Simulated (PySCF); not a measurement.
# A diatomic session: CoBr

The task here is to estimate one member of a computed series from the others.

Computed with PySCF 2.14.0. Level: Co def2-TZVPPD, Br def2-TZVPPD, no relativity.

The first run:

A driver script around PySCF takes these settings:

- atoms: Co, Br
- charge: 0
- basis: Co def2-TZVPPD, Br def2-TZVPPD
- Hamiltonian: no relativity
- basis functions: 124
- electrons treated: 62
- masses in u: 58.9332, 78.9183
- levels: PBE0, PBE, r²SCAN, PW91, revPBE, B2PLYP, B97-3, M06, LC-ωPBE, HF, MP2, SCS-MP2
- grid: 80 radial by 434 angular points
- occupations: held fixed by the projection of orbital angular momentum
- dissociation limit: Co + Br, each in its ground configuration
- starting distance in angstrom: 2.185
- values of 2S to try: 0, 2, 4, 6

Run with:

```console
> OMP_NUM_THREADS=2 python dia.py task.json out
```

Among the steps run: The job; PBE0 along the bond; Excited determinants; PBE; r²SCAN (meta-GGA); PW91 (GGA); revPBE; B2PLYP; B97-3 (global hybrid GGA); M06; LC-ωPBE (range-separated hybrid); UHF (mean field).

One table of the session follows, with a row left open; its other results are not shown here.

Energy (eV) from each level's lowest point:

| R (Å) | UHF | UHF-MP2 | UHF-SCS-MP2 | PBE | revPBE |
| --- | --- | --- | --- | --- | --- |
| 1.930 | 1.517 | 0.796 | 0.928 | 0.748 | 0.829 |
| 2.020 | 0.830 | 0.323 | 0.410 | 0.296 | 0.351 |
| 2.109 | 0.397 | 0.083 | 0.131 | 0.069 | 0.101 |
| 2.177 | 0.195 | 0.009 | 0.031 | 0.003 | 0.018 |
| 2.244 | 0.071 | 0.000 | 0.000 | 0.000 | 0.000 |
| 2.311 | 0.010 | 0.040 | 0.020 | 0.045 | 0.031 |
| 2.401 | 0.000 | 0.148 | 0.105 | 0.157 | 0.125 |
| 2.513 | ? | ? | ? | ? | ? |
| 2.648 | 0.232 | 0.620 | 0.529 | 0.623 | 0.551 |
| 2.827 | 0.516 | 1.023 | 0.907 | 1.006 | 0.911 |

Q: Estimate the row for R (Å) = 2.513 from the others.

Worked estimate for «UHF». A straight line through the neighbours (2.401, 0.000) and (2.648, 0.232) gives 0.000 + (0.232 − 0.000) × (2.513 − 2.401) / (2.648 − 2.401) = 0.105; a parabola fitted to 4 rows on both sides gives 0.080.

**Answer.** UHF: 0.071; UHF-MP2: 0.341; UHF-SCS-MP2: 0.273; PBE: 0.350; revPBE: 0.299. In «UHF» the line misses by +0.034 and the parabola by +0.009.

To keep in mind: Lowest PBE0 solution found, without spin–orbit coupling: triplet, unpaired electrons π ↑, δ ↑.
